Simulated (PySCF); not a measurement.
# H6Si2Te (Te(SiH3)2): the cost of one run

Programs: PySCF 2.14.0, with routines of our own; each step states its level. All values are computed. Atoms count from 0.

## 1. The system as given

9 atoms, charge 0, multiplicity 1; geometry from: GFN2-xTB.

## 2. Relaxing the molecule at PBE0-D3(BJ)/def2-SVP

What the job is given:

```
{"job": {"xc": "PBE0", "basis": "def2-SVP", "d3": "d3bj", "grid": 1, "maxiter": 30, "shake": 0.03, "kind": "geom"}, "charge": 0, "multiplicity": 1}
Te     0.061900    -0.067320    -1.655840
Si     1.847300    -0.033820    -0.025450
H      1.861760    -1.273350     0.712690
H      1.887880     1.092160     0.919440
H      3.066090     0.087840    -0.846810
Si    -1.875920     0.034340    -0.026760
H     -3.042020    -0.173910    -0.808880
H     -1.917290     1.301810     0.685720
H     -1.756960    -1.037180     1.020250
```

Launch:

```console
$ OMP_NUM_THREADS=1 python heavy_run.py task.json out
```

One launch serves the whole session: the jobs run in the order shown.

**Question.** How long does this first job take on 1 thread of AMD EPYC 9B45, shared host, and how much memory does it need?

About 12 s, with a peak of 0.37 GiB.
